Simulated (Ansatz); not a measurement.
# CuSe: the cost of one run

Computed with Ansatz 0.2.0 (DFT LDA+U (U_eff = 1 eV on Cu d), plane waves, PAW, unless a step's input says otherwise).

## (1) The structure to begin with

The structure is hexagonal, space group P-6m2 (No. 187). Conventional cell: a = 3.609 Å, b = 3.609 Å, c = 3.522 Å, α = 90.00°, β = 90.00°, γ = 120.00°. Cu (site symmetry -6m2) has 6 Se at 2.73 Å in its first shell of neighbours. Around Se (site symmetry -6m2) lie 6 Cu at 2.73 Å.

Structure file:

```cif
data_structure
_symmetry_space_group_name_H-M 'P-6m2'
_symmetry_Int_Tables_number 187
_cell_length_a 3.6087
_cell_length_b 3.6087
_cell_length_c 3.5219
_cell_angle_alpha 90.000
_cell_angle_beta 90.000
_cell_angle_gamma 120.000
_cell_volume 39.72
loop_
_atom_site_label
_atom_site_type_symbol
_atom_site_symmetry_multiplicity
_atom_site_Wyckoff_symbol
_atom_site_fract_x
_atom_site_fract_y
_atom_site_fract_z
_atom_site_occupancy
Cu1 Cu 1 a 0.00000 0.00000 0.00000 1
Se1 Se 1 f 0.66667 0.33333 0.50000 1
```

An earlier series on this cell reached its lowest free state from «ferromagnetic start, free, natural orbitals of the symmetric run filled by rank», perhaps among other starts (it ended with site moments under 0.05 μB).

## (2) Ferromagnetic start, free, default search

input.yaml reads:

```yaml
crystal:
  lattice:
    - [3.60865777, 0.0, 0.0]
    - [-1.80432888, 3.1251893, 0.0]
    - [0.0, 0.0, 3.52187119]
  atoms:
    - { symbol: Cu, position: [0.0, 0.0, 0.0], spin: 1.0 }
    - { symbol: Se, position: [0.6666666667, 0.3333333333, 0.5] }
basis:
  ecutwfc: 420
  ecutrho_ratio: 4
kpoints:
  mp_grid: { grid: [6, 6, 5] }
hamiltonian:
  xc: lda
  hubbard: { sites: [{ site: 0, l: d, u_eff: 1.0 }] }
scf:
  occupations: { method: gaussian, width: 0.05 }
output:
  forces: true
  stress: true
  eigenvalues: true
  populations: true
  hubbard: { sites: [{ site: 0, l: d }] }
magnetization:
  spin_polarized: true
```

Started as:

```bash
ansatz run input.yaml --threads 2 --pin off --max-ram 3072MiB --backend cpu --events-out ev --progress --plain --runs-dir out
```

**Question.** How long does this run take on 2 threads of Arm Neoverse N1, shared host, and how much memory does it need?

About 7.8 s, with a peak of 0.34 GiB.
